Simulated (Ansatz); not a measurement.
# CH₆BNOSi: small, medium and large basis sets

One table from this session's results is given with a row withheld; the runs are named, their logs left out.

The runs use Ansatz 0.2.0, Gaussian basis; one geometry, several basis sets.

Plan: PBE0-D4/def2-SVP; ωB97M-V/def2-SVP; PBE0-D4/def2-QZVPP; ωB97M-V/def2-QZVPP; the functionals' def2-TZVPP values are taken from earlier runs.

**The relaxed structure**

An earlier PBE0-D4 in a triple-zeta def2 set relaxation fixed the geometry.

SMILES `B/N=C(/O)[SiH3]`, 11 atoms, charge 0, spin multiplicity 1.

Atoms are counted from 1 here; the program's logs count them from 0.

Bond lengths: B1–N2 1.361 Å, B1–H6 1.199 Å, B1–H7 1.199 Å, N2–C3 1.244 Å, C3–O4 1.355 Å, C3–Si5 1.902 Å, O4–H8 0.968 Å, Si5–H9 1.484 Å, Si5–H10 1.480 Å, Si5–H11 1.484 Å. Angles: N2–B1–H6 119.2°, N2–B1–H7 119.2°, H6–B1–H7 121.6°, B1–N2–C3 175.9°, N2–C3–O4 122.8°, N2–C3–Si5 124.0°, O4–C3–Si5 113.2°, C3–O4–H8 108.2°, C3–Si5–H9 108.9°, C3–Si5–H10 107.4°, C3–Si5–H11 108.9°, H9–Si5–H10 111.0°, H9–Si5–H11 109.6°, H10–Si5–H11 111.0°.

Set-up of the first run:

File in.yaml:

```yaml
crystal:
  periodic: [false, false, false]
  atoms:
    - {symbol: B, position_ang: [-1.163476, 1.711757, 0.825277]}
    - {symbol: N, position_ang: [-0.522700, 0.790105, 0.055979]}
    - {symbol: C, position_ang: [0.087456, -0.092926, -0.572159]}
    - {symbol: O, position_ang: [0.157623, -0.115625, -1.925372]}
    - {symbol: Si, position_ang: [1.009935, -1.537986, 0.250434]}
    - {symbol: H, position_ang: [-2.313550, 1.534434, 1.113726]}
    - {symbol: H, position_ang: [-0.568353, 2.688506, 1.184601]}
    - {symbol: H, position_ang: [-0.332597, 0.646308, -2.266244]}
    - {symbol: H, position_ang: [0.418825, -2.814823, -0.220210]}
    - {symbol: H, position_ang: [0.852053, -1.388128, 1.714074]}
    - {symbol: H, position_ang: [2.440184, -1.478524, -0.139506]}
basis:
  gaussian: {orbitals: def2-SVP}
hamiltonian: {xc: pbe0, dispersion: d4}
output: {orbitals: {seedname: orbitals}}
```

Among the steps run: PBE0-D4 in def2-SVP; ωB97M-V in def2-SVP; PBE0-D4 in def2-QZVPP; ωB97M-V in def2-QZVPP.

One of the session's tables, all rows but one given; the rest of the session is left out.

It belongs to the step «Density functionals: the series». 

```
functional       basis  HOMO (eV)
   PBE0-D4    def2-SVP          ?
   PBE0-D4  def2-TZVPP      -7.82
   PBE0-D4  def2-QZVPP      -7.84
   ωB97M-V    def2-SVP      -9.88
   ωB97M-V  def2-TZVPP     -10.02
   ωB97M-V  def2-QZVPP     -10.04
```

Estimate the missing values for PBE0-D4, def2-SVP.

**Answer.** HOMO (eV): -7.72. In the column «HOMO (eV)» it is the highest.
